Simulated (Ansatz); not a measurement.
# CH7GeN: a nudged elastic band in two tries

Wanted: a band of images between two relaxed ends, and a check that the input is sound. SMILES of the start: [CH3][GeH2][NH2].

Program: Ansatz 0.2.0. Level of theory: RKS B3LYP/def2-SVP. These are calculated values, not measurements.

## 1. The structure to begin with

Bond lengths: C1–Ge2 1.961 Å, Ge2–N3 1.855 Å, C1–H4 1.101 Å, C1–H5 1.101 Å, C1–H6 1.100 Å, Ge2–H7 1.557 Å, Ge2–H8 1.545 Å, N3–H9 1.020 Å, N3–H10 1.019 Å. Angles (14 of 15 angles, heavy atoms first): C1–Ge2–N3 107.8°, C1–Ge2–H7 109.4°, C1–Ge2–H8 111.4°, N3–Ge2–H7 114.2°, N3–Ge2–H8 105.7°, Ge2–C1–H4 110.5°, Ge2–C1–H5 110.6°, Ge2–C1–H6 109.9°, Ge2–N3–H9 114.0°, Ge2–N3–H10 113.8°, H7–Ge2–H8 108.4°, H4–C1–H5 108.2°, H4–C1–H6 109.0°, H5–C1–H6 108.6°.

As a file:

```xyz
10

C    -1.0094    0.5329   -0.9399
Ge    0.0995   -0.6983    0.1094
N     1.1017    0.3150    1.2972
H    -1.6591   -0.0261   -1.6306
H    -0.3777    1.2113   -1.5340
H    -1.6370    1.1367   -0.2680
H     0.9492   -1.5776   -0.8551
H    -0.7665   -1.6327    0.9840
H     1.7817    0.9282    0.8485
H     1.6005   -0.2403    1.9914
```

## 2. First attempt

Contents of input.yaml:

```yaml
crystal:
  periodic: [false, false, false]
  atoms:
    - { symbol: C, position_ang: [-1.009382, 0.532882, -0.93993] }
    - { symbol: Ge, position_ang: [0.099513, -0.698343, 0.109434] }
    - { symbol: "N", position_ang: [1.101683, 0.315006, 1.297214] }
    - { symbol: H, position_ang: [-1.659065, -0.026093, -1.630588] }
    - { symbol: H, position_ang: [-0.377741, 1.211334, -1.534028] }
    - { symbol: H, position_ang: [-1.636962, 1.136666, -0.267981] }
    - { symbol: H, position_ang: [0.949197, -1.57757, -0.855057] }
    - { symbol: H, position_ang: [-0.766461, -1.63274, 0.983984] }
    - { symbol: H, position_ang: [1.781696, 0.928171, 0.848455] }
    - { symbol: H, position_ang: [1.600521, -0.240313, 1.991397] }
basis:
  gaussian: { orbitals: def2-SVP }
hamiltonian:
  xc: b3lyp
neb:
  order_check: false
  images: 5
  f_tol: 0.05
  max_iterations: 8
  initial_path: idpp
  final_atoms:
    - { symbol: C, position_ang: [-1.01236617, 0.53515202, -0.87451178] }
    - { symbol: Ge, position_ang: [0.15479704, -0.75379461, 0.06137507] }
    - { symbol: "N", position_ang: [1.37651815, -0.01315074, 1.24272992] }
    - { symbol: H, position_ang: [-1.7012505, 0.00162679, -1.54886099] }
    - { symbol: H, position_ang: [-0.41413826, 1.23805995, -1.47494775] }
    - { symbol: H, position_ang: [-1.61104385, 1.1132272, -0.15349121] }
    - { symbol: H, position_ang: [0.98692489, -1.54051775, -0.97629439] }
    - { symbol: H, position_ang: [-0.71370718, -1.72230585, 0.89558238] }
    - { symbol: H, position_ang: [2.0621181, 0.60273196, 0.80744784] }
    - { symbol: H, position_ang: [0.95514679, 0.48797102, 2.02387091] }
  optimiser: bfgs
```

The run is started by

```
ansatz run input.yaml --threads 2 --pin off --max-ram 3072MiB --backend cpu --events-out ev --progress --plain --runs-dir out
```

Before running it: what results should come out? Wanted: first try.

The runs gave:

```
 quantity                                                                              value
first try                                                                            refused
    cause  the word typed for the ensemble or optimiser is not among those the program lists
```

In words: The fault in the first input was caught at the input check and cost nothing.
